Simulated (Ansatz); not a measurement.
# O on W (Tungsten) (110)

The task here is to estimate one member of a computed series from the others.

Program: Ansatz 0.2.0. Level of theory: DFT RPBE, scalar-relativistic, plane waves, PAW. These are calculated values, not measurements.

2 further runs of the same task are left out: 2 set aside as unsound or not needed.

**The system as given**

The structure is cubic, space group Im-3m (No. 229). The conventional cell has a = 3.197 Å, b = 3.197 Å, c = 3.197 Å, α = 90.00°, β = 90.00°, γ = 90.00°. W (site symmetry m-3m) is surrounded by 8 W at 2.77 Å.

As a file:

```
W
1.0
    -1.59828    1.59828    1.59828
     1.59828   -1.59828    1.59828
     1.59828    1.59828   -1.59828
W
1
Direct
  0.00000 0.00000 0.00000
```

This cell was relaxed beforehand with the same method: volume 16.33 Å³/atom, gap on the mesh none (metal).

A (110) slab, 6.8 Å thick as cut, with 17 Å of vacuum, in a 2×1 surface cell; its outer planes are W (top) and W (bottom).

The slab as cut. Layers, bottom to top:

```csv
plane,atoms per cell,height over the lowest (Å)
1,W2,0.00
2,W2,2.26
3,W2,4.52
4,W2,6.78
```

The first run:

Planes are indexed in the bulk's conventional cell (Im-3m (No. 229)), a = 3.197 Å, b = 3.197 Å, c = 3.197 Å, α = 90.00°, β = 90.00°, γ = 90.00°.

Input file input.yaml:

```yaml
crystal:
  lattice:
    - [5.5366027616, 0.0, 0.0]
    - [-0.9227671269, 2.6099795717, 0.0]
    - [0.0, 0.0, 23.7809258372]
  atoms:
    - { symbol: W, position: [0.25, 0.5, 0.3574293137] }
    - { symbol: W, position: [0.75, 0.5, 0.3574293137] }
    - { symbol: W, position: [0.5, 0.0, 0.4524764379] }
    - { symbol: W, position: [0.0, 0.0, 0.4524764379] }
    - { symbol: W, position: [0.75, 0.5, 0.5475235621] }
    - { symbol: W, position: [0.25, 0.5, 0.5475235621] }
    - { symbol: W, position: [0.0, 0.0, 0.6425706863] }
    - { symbol: W, position: [0.5, 0.0, 0.6425706863] }
basis:
  ecutwfc: 420
kpoints:
  mp_grid: { grid: [6, 11, 1] }
hamiltonian:
  xc: rpbe
scf:
  occupations: { method: gaussian, width: 0.1 }
output:
  forces: true
  eigenvalues: true
relax:
  adjacent_minimum: "off"
  f_tol: 0.03
  max_steps: 70
  constraints: [{ sites: [0, 1, 2, 3] }]
efield:
  axis: 3
  dipole_correction: true
```

Command:

```
$ ansatz run input.yaml --threads 2 --pin off --max-ram 5120MiB --backend cpu --events-out ev --progress --plain --runs-dir out
```

Among the steps run: The clean surface, relaxed; O at the top (W) site; O at the hollow (nearest W) site; O at the bridge (W-W) site; O at the hollow over W site.

One table of the session follows, with a row left open; its other results are not shown here.

```
                             start  energy over the lowest (eV)  height (Å)  Δφ, top (eV)  Δ dipole (e·Å)
           top (W) at (0.00, 0.00)                         1.13        1.72         +1.94          -0.156
hollow (nearest W) at (0.17, 0.67)                         0.00        1.16         +0.29          -0.018
      bridge (W-W) at (0.25, 0.00)                         0.47        1.36         +0.77          -0.056
     hollow over W at (0.75, 0.50)                            ?           ?             ?               ?
```

Q: Estimate the row for hollow over W at (0.75, 0.50) from the others.

The run gave: energy over the lowest (eV): 0.48; height (Å): 1.18; Δφ, top (eV): +0.18; Δ dipole (e·Å): -0.011. In the column «energy over the lowest (eV)» it lies between bridge (W-W) at (0.25, 0.00) (0.47) and top (W) at (0.00, 0.00) (1.13).

To keep in mind: A start on a symmetric site keeps its symmetry, so an end may be a saddle point and not a minimum. Spin-orbit coupling is left out for W. Spin polarisation is off in the runs that give these values; a magnetic solution could lie lower. Warnings in the runs' records: xc potential rough in thin density.
